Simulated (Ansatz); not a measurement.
# TiB5: the cost of one run

Program: Ansatz 0.2.0. Level of theory: DFT PBE, scalar-relativistic, plane waves, PAW. These are calculated values, not measurements.

## (1) The starting structure

The structure is hexagonal, space group P6/mmm (No. 191). Conventional cell: a = 4.280 Å, b = 4.280 Å, c = 3.482 Å, α = 90.00°, β = 90.00°, γ = 120.00°. Ti (site symmetry 6/mmm) has 18 B at 2.47 to 2.76 Å as nearest neighbours. B (site symmetry mmm) has 8 B at 2.13 to 2.14 Å and 4 Ti at 2.76 Å as nearest neighbours. B (site symmetry -6m2) has 9 B at 2.13 to 2.47 Å and 3 Ti at 2.47 Å as nearest neighbours.

As a file:

```
Ti B
1.0
     4.27959    0.00000    0.00000
    -2.13980    3.70623    0.00000
     0.00000    0.00000    3.48243
Ti B
1 5
Direct
  0.00000 0.00000 0.00000
  0.00000 0.50000 0.50000
  0.33333 0.66667 0.00000
  0.66667 0.33333 0.00000
  0.50000 0.00000 0.50000
  0.50000 0.50000 0.50000
```

A structure generator made this guess: species swapped into a database cell of ErNi5 (P6/mmm, No. 191), with Ti on the Er sites and B on the Ni sites. Lengths come from tabulated atomic sizes and are only a guess.

## (2) The guess as it stands, on a coarse mesh

Contents of input.yaml:

```yaml
crystal:
  lattice:
    - [4.27959051, 0.0, 0.0]
    - [-2.13979525, 3.7062341, 0.0]
    - [0.0, 0.0, 3.48243364]
  atoms:
    - { symbol: Ti, position: [0.0, 0.0, 0.0] }
    - { symbol: B, position: [0.0, 0.5, 0.5] }
    - { symbol: B, position: [0.33333333, 0.66666667, 0.0] }
    - { symbol: B, position: [0.66666667, 0.33333333, 0.0] }
    - { symbol: B, position: [0.5, 0.0, 0.5] }
    - { symbol: B, position: [0.5, 0.5, 0.5] }
basis:
  ecutwfc: 420
kpoints:
  mp_grid: { grid: [6, 6, 6] }
hamiltonian:
  xc: pbe
scf:
  occupations: { method: gaussian, width: 0.1 }
  lower_state_search: "off"
output:
  forces: true
  stress: true
  eigenvalues: true
```

Launch:

```console
ansatz run input.yaml --threads 1 --pin off --max-ram 2048MiB --backend cpu --events-out ev --progress --plain --runs-dir out
```

Q: Estimate wall time and peak memory on 1 thread of Intel Xeon 6975P-C (Granite Rapids), shared host.

About 1.1 s, with a peak of 0.36 GiB.
